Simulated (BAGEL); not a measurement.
**C3H10Si (trimethylsilane) at HF/STO-3G (density fitting with cc-pvqz-jkfit)**

Aim: the energy change on altering one bond length of C3H10Si (trimethylsilane) at HF/STO-3G (density fitting with cc-pvqz-jkfit), from 2 runs. 

The results are computed with BAGEL 1.2.2.

1 further run of the same task is left out (set aside as unsound or not needed).

### Step 1. The structure to begin with

C3H10Si has 14 atoms, charge 0, and is taken as a singlet. SMILES: `C[SiH](C)C`. The shape is that of a PBE0-D4/def2-TZVP optimisation.

Bond lengths: C1–Si2 1.874 Å, Si2–C3 1.874 Å, Si2–C4 1.874 Å, C1–H5 1.093 Å, C1–H6 1.093 Å, C1–H7 1.094 Å, Si2–H8 1.494 Å, C3–H9 1.094 Å, C3–H10 1.093 Å, C3–H11 1.093 Å, C4–H12 1.093 Å, C4–H13 1.094 Å, C4–H14 1.093 Å. Some angles: C1–Si2–C3 110.3°, C1–Si2–C4 110.3°, C3–Si2–C4 110.3°, C1–Si2–H8 108.6°, C3–Si2–H8 108.6°, C4–Si2–H8 108.6°, Si2–C1–H5 111.2°, Si2–C1–H6 111.1°, Si2–C1–H7 110.9°, Si2–C3–H9 110.9°.

### Step 2. The energy at HF/STO-3G (density fitting with cc-pvqz-jkfit)

Input file job.json:

```json
{ "bagel" : [

{
  "title" : "molecule",
  "basis" : "sto-3g",
  "df_basis" : "cc-pvqz-jkfit",
  "angstrom" : "true",
  "geometry" : [
    { "atom" : "C", "xyz" : [      -0.956800,       1.082600,      -1.038400 ] },
    { "atom" : "Si", "xyz" : [      -0.338800,      -0.014600,       0.348900 ] },
    { "atom" : "C", "xyz" : [       1.239400,       0.684100,       1.077800 ] },
    { "atom" : "C", "xyz" : [      -0.051300,      -1.756700,      -0.277600 ] },
    { "atom" : "H", "xyz" : [      -1.888100,       0.697200,      -1.460900 ] },
    { "atom" : "H", "xyz" : [      -1.145900,       2.098700,      -0.683100 ] },
    { "atom" : "H", "xyz" : [      -0.221600,       1.141300,      -1.845900 ] },
    { "atom" : "H", "xyz" : [      -1.379500,      -0.059300,       1.420400 ] },
    { "atom" : "H", "xyz" : [       2.029000,       0.733500,       0.322800 ] },
    { "atom" : "H", "xyz" : [       1.601800,       0.063500,       1.901200 ] },
    { "atom" : "H", "xyz" : [       1.081800,       1.694100,       1.464300 ] },
    { "atom" : "H", "xyz" : [      -0.968800,      -2.184000,      -0.689800 ] },
    { "atom" : "H", "xyz" : [       0.706900,      -1.767300,      -1.065700 ] },
    { "atom" : "H", "xyz" : [       0.291900,      -2.413100,       0.526000 ] }
  ]
},

{
  "title" : "hf"
},

{
  "title" : "print",
  "file" : "orbitals.molden",
  "orbitals" : "true"
}

]}
```

Run with:

```console
$ BAGEL_NUM_THREADS=1 BAGEL job.json > job.out
```

Log:

```text
* using 1 threads per process

  ===============================================================
  ===============================================================

  *** Geometry ***

  { "atom" : "C", "xyz" : [     -1.808090,      2.045818,     -1.962292 ] },
  { "atom" : "Si", "xyz" : [     -0.640239,     -0.027590,      0.659325 ] },
  { "atom" : "C", "xyz" : [      2.342127,      1.292762,      2.036747 ] },
  { "atom" : "C", "xyz" : [     -0.096943,     -3.319682,     -0.524588 ] },
  { "atom" : "H", "xyz" : [     -3.567992,      1.317517,     -2.760701 ] },
  { "atom" : "H", "xyz" : [     -2.165437,      3.965968,     -1.290872 ] },
  { "atom" : "H", "xyz" : [     -0.418763,      2.156744,     -3.488245 ] },
  { "atom" : "H", "xyz" : [     -2.606877,     -0.112061,      2.684167 ] },
  { "atom" : "H", "xyz" : [      3.834254,      1.386114,      0.610004 ] },
  { "atom" : "H", "xyz" : [      3.026963,      0.119998,      3.592747 ] },
  { "atom" : "H", "xyz" : [      2.044306,      3.201385,      2.767126 ] },
  { "atom" : "H", "xyz" : [     -1.830767,     -4.127162,     -1.303533 ] },
  { "atom" : "H", "xyz" : [      1.335847,     -3.339713,     -2.013881 ] },
  { "atom" : "H", "xyz" : [      0.551611,     -4.560098,      0.993996 ] },

  Number of auxiliary basis functions:      976

  Since a DF basis is specified, we compute 2- and 3-index integrals:
    o Being stored without compression. Storage requirement is 0.009 GB

  Number of basis functions:       34
  Number of electrons      :       42

    * METHOD: MOLECULE                             0.84

  *** RHF ***

  === Nuclear Repulsion ===
   175.3326318543

      * DIIS with orbital gradients will be used.

  === RHF iteration (sto-3g) ===
      0       -403.67754140          0.00595718           0.09
      1       -403.69784486          0.00146883           0.08
      2       -403.69914519          0.00008884           0.08
      3       -403.69914941          0.00001079           0.07
      4       -403.69914947          0.00000086           0.08
      5       -403.69914947          0.00000016           0.08
      6       -403.69914947          0.00000004           0.08
      7       -403.69914947          0.00000000           0.08
    * SCF iteration converged.

    * Permanent dipole moment:
           (   -0.030130,    -0.001163,     0.030827) a.u.

    * METHOD: HF                                   0.82

    * METHOD: PRINT                                0.00

  ===============================================================
```

It took 2.4 s on 1 thread of Intel Xeon 6975P-C (Granite Rapids), shared host; peak memory 0.099 GiB.

### Step 3. The distorted shape, same level

Input file input.json:

```json
{ "bagel" : [

{
  "title" : "molecule",
  "basis" : "sto-3g",
  "df_basis" : "cc-pvqz-jkfit",
  "angstrom" : "true",
  "geometry" : [
    { "atom" : "C", "xyz" : [   -1.049487,    1.247157,   -1.246466 ] },
    { "atom" : "Si", "xyz" : [   -0.338800,   -0.014600,    0.348900 ] },
    { "atom" : "C", "xyz" : [    1.239400,    0.684100,    1.077800 ] },
    { "atom" : "C", "xyz" : [   -0.051300,   -1.756700,   -0.277600 ] },
    { "atom" : "H", "xyz" : [   -1.980787,    0.861757,   -1.668966 ] },
    { "atom" : "H", "xyz" : [   -1.238587,    2.263257,   -0.891166 ] },
    { "atom" : "H", "xyz" : [   -0.314287,    1.305857,   -2.053966 ] },
    { "atom" : "H", "xyz" : [   -1.379500,   -0.059300,    1.420400 ] },
    { "atom" : "H", "xyz" : [    2.029000,    0.733500,    0.322800 ] },
    { "atom" : "H", "xyz" : [    1.601800,    0.063500,    1.901200 ] },
    { "atom" : "H", "xyz" : [    1.081800,    1.694100,    1.464300 ] },
    { "atom" : "H", "xyz" : [   -0.968800,   -2.184000,   -0.689800 ] },
    { "atom" : "H", "xyz" : [    0.706900,   -1.767300,   -1.065700 ] },
    { "atom" : "H", "xyz" : [    0.291900,   -2.413100,    0.526000 ] }
  ]
},
{ "title" : "hf" },
{ "title" : "print", "file" : "orbitals.molden", "orbitals" : "true" }

]}
```

Run with:

```console
$ BAGEL_NUM_THREADS=1 BAGEL input.json > input.out
```

Log:

```text
* using 1 threads per process

  ===============================================================
  ===============================================================

  *** Geometry ***

  { "atom" : "C", "xyz" : [     -1.983243,      2.356785,     -2.355479 ] },
  { "atom" : "Si", "xyz" : [     -0.640239,     -0.027590,      0.659325 ] },
  { "atom" : "C", "xyz" : [      2.342127,      1.292762,      2.036747 ] },
  { "atom" : "C", "xyz" : [     -0.096943,     -3.319682,     -0.524588 ] },
  { "atom" : "H", "xyz" : [     -3.743145,      1.628485,     -3.153889 ] },
  { "atom" : "H", "xyz" : [     -2.340590,      4.276936,     -1.684060 ] },
  { "atom" : "H", "xyz" : [     -0.593916,      2.467712,     -3.881433 ] },
  { "atom" : "H", "xyz" : [     -2.606877,     -0.112061,      2.684167 ] },
  { "atom" : "H", "xyz" : [      3.834254,      1.386114,      0.610004 ] },
  { "atom" : "H", "xyz" : [      3.026963,      0.119998,      3.592747 ] },
  { "atom" : "H", "xyz" : [      2.044306,      3.201385,      2.767126 ] },
  { "atom" : "H", "xyz" : [     -1.830767,     -4.127162,     -1.303533 ] },
  { "atom" : "H", "xyz" : [      1.335847,     -3.339713,     -2.013881 ] },
  { "atom" : "H", "xyz" : [      0.551611,     -4.560098,      0.993996 ] },

  Number of auxiliary basis functions:      976

  Since a DF basis is specified, we compute 2- and 3-index integrals:
    o Being stored without compression. Storage requirement is 0.009 GB

  Number of basis functions:       34
  Number of electrons      :       42

    * METHOD: MOLECULE                             0.86

  *** RHF ***

  === Nuclear Repulsion ===
   169.5938188745

      * DIIS with orbital gradients will be used.

  === RHF iteration (sto-3g) ===
      0       -403.64322669          0.00634459           0.06
      1       -403.66555543          0.00165706           0.13
      2       -403.66709326          0.00035099           0.06
      3       -403.66714544          0.00003380           0.05
      4       -403.66714594          0.00000670           0.07
      5       -403.66714597          0.00000113           0.06
      6       -403.66714597          0.00000026           0.05
      7       -403.66714597          0.00000003           0.05
      8       -403.66714597          0.00000000           0.06
    * SCF iteration converged.

    * Permanent dipole moment:
           (   -0.082961,     0.079617,    -0.064339) a.u.

    * METHOD: HF                                   0.74

    * METHOD: PRINT                                0.00

  ===============================================================
```

Wall time 2.4 s (1 thread of Intel Xeon 6975P-C (Granite Rapids), shared host); peak memory 0.1 GiB.

### Step 4. Summary of results

Level: HF/STO-3G (density fitting with cc-pvqz-jkfit).

```
                                                          quantity          value
                                         first shape: total energy  -403.69915 Eh
                                        first shape: dipole moment         0.11 D
                                          first shape: HOMO energy      -10.20 eV
                                          first shape: LUMO energy       14.15 eV
                                        first shape: HOMO–LUMO gap       24.34 eV
                                     distorted shape: total energy  -403.66715 Eh
                                    distorted shape: dipole moment         0.33 D
                                      distorted shape: HOMO energy       -9.04 eV
                                      distorted shape: LUMO energy       10.68 eV
                                    distorted shape: HOMO–LUMO gap       19.72 eV
energy change with the C1–Si2 bond stretched from 1.874 to 2.155 Å       0.871 eV
```

With the C1–Si2 bond stretched from 1.874 to 2.155 Å the energy rises by 0.87 eV (20.1 kcal/mol). The first shape isn't relaxed at this level, so the change isn't measured from a minimum. The minimal basis adds a large error of its own.
